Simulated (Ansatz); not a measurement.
# C4H12F2N2Si: the cost of one run

Method: RKS PBE/STO-3G, in Ansatz 0.2.0.

## 1. The starting structure

Bond lengths (14 of 20 bonds, heavy atoms first): Si1–N2 1.820 Å, N2–C3 1.470 Å, N2–C7 1.470 Å, Si1–F11 1.590 Å, Si1–F12 1.589 Å, Si1–N13 1.819 Å, N13–C14 1.470 Å, N13–C18 1.470 Å, C3–H4 1.110 Å, C3–H5 1.110 Å, C3–H6 1.110 Å, C7–H8 1.110 Å, C7–H9 1.110 Å, C7–H10 1.110 Å. Angles (14 of 36 angles, heavy atoms first): Si1–N2–C3 120.0°, Si1–N2–C7 120.0°, C3–N2–C7 120.0°, N2–Si1–F11 109.5°, N2–Si1–F12 109.5°, N2–Si1–N13 109.5°, F11–Si1–F12 109.5°, F11–Si1–N13 109.5°, F12–Si1–N13 109.5°, Si1–N13–C14 120.0°, Si1–N13–C18 120.0°, C14–N13–C18 120.0°, N2–C3–H4 109.5°, N2–C3–H5 109.5°.

The coordinates stand in the first input below.

## 2. Relaxing the start

input.yaml

```yaml
crystal:
  periodic: [false, false, false]
  atoms:
    - { symbol: Si, position_ang: [0.0, 0.0, 0.0] }
    - { symbol: "N", position_ang: [0.0, 0.0, 1.82] }
    - { symbol: C, position_ang: [-1.2162, -0.3762, 2.555] }
    - { symbol: H, position_ang: [-1.8642, -0.9999, 1.9045] }
    - { symbol: H, position_ang: [-0.9378, -0.9533, 3.4614] }
    - { symbol: H, position_ang: [-1.7663, 0.5401, 2.8549] }
    - { symbol: C, position_ang: [1.2162, 0.3762, 2.555] }
    - { symbol: H, position_ang: [1.4641, -0.4163, 3.2916] }
    - { symbol: H, position_ang: [2.0585, 0.4943, 1.8418] }
    - { symbol: H, position_ang: [1.0457, 1.3351, 3.0874] }
    - { symbol: F, position_ang: [1.4994, 0.0, -0.5295] }
    - { symbol: F, position_ang: [-0.7489, 1.2974, -0.5295] }
    - { symbol: "N", position_ang: [-0.8572, -1.4851, -0.6061] }
    - { symbol: C, position_ang: [-1.5991, -2.3398, 0.332] }
    - { symbol: H, position_ang: [-1.2218, -2.1735, 1.3626] }
    - { symbol: H, position_ang: [-2.6791, -2.0872, 0.2887] }
    - { symbol: H, position_ang: [-1.4574, -3.4051, 0.0541] }
    - { symbol: C, position_ang: [-0.8082, -1.8308, -2.034] }
    - { symbol: H, position_ang: [-1.6103, -1.2865, -2.5747] }
    - { symbol: H, position_ang: [0.1794, -1.5432, -2.4511] }
    - { symbol: H, position_ang: [-0.9565, -2.9241, -2.1559] }
basis:
  gaussian: { orbitals: STO-3G }
hamiltonian:
  xc: pbe
relax:
  f_tol: 0.02
  max_steps: 40
output:
  orbitals: {}
```

Launch:

```
$ ansatz run input.yaml --threads 1 --pin off --max-ram 2048MiB --backend cpu --events-out ev --progress --plain --runs-dir out
```

**Question.** How long does this run take on 1 thread of Intel Xeon 6975P-C (Granite Rapids), shared host, and how much memory does it need?

About 96 s, with a peak of 0.2 GiB.
